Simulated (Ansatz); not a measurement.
The system is Zr3S2.

```
CELL_PARAMETERS angstrom
2.90254 1.67578 3.48777
-2.90254 1.67578 3.48777
0.00000 -3.35156 3.48777
ATOMIC_POSITIONS crystal
Zr 0.83873 0.50000 0.16127
Zr 0.50000 0.16127 0.83873
Zr 0.16127 0.83873 0.50000
S 0.66502 0.66502 0.66502
S 0.33498 0.33498 0.33498
```

The cell comes from a database or a generator and needn't be the stable form of this composition.

Base run:

- Program: Ansatz 0.2.0
- Functional: r2SCAN
- Potentials or basis: Ansatz PAW
- Cutoff: 500 eV (not typed: the program's choice for these potentials)
- k mesh: 6 × 6 × 6
- Occupations: fermi-dirac, width 0.05 eV
- Spin: no spin polarisation

Its results: band gap on the k mesh none (metal or under the smearing width); pressure -0.8 GPa; largest force 0.077 eV/Å.

Problem. The run is repeated on the same cell with these changes: hubbard terms from none to Zr d U = 4 eV; hubbard projectors from none to ortho-atomic (the default). What comes out?

Solution. Band gap on the k mesh none (metal or under the smearing width); pressure 4.0 GPa; largest force 0.187 eV/Å.

Caveats: the PAW data sets come from PBE, with cores solved anew for the run's functional, which leaves a small shift of forces and pressure; the density of states is complete only up to the lowest level of the last band computed; U without spin polarisation on a metal has little footing (some runs).
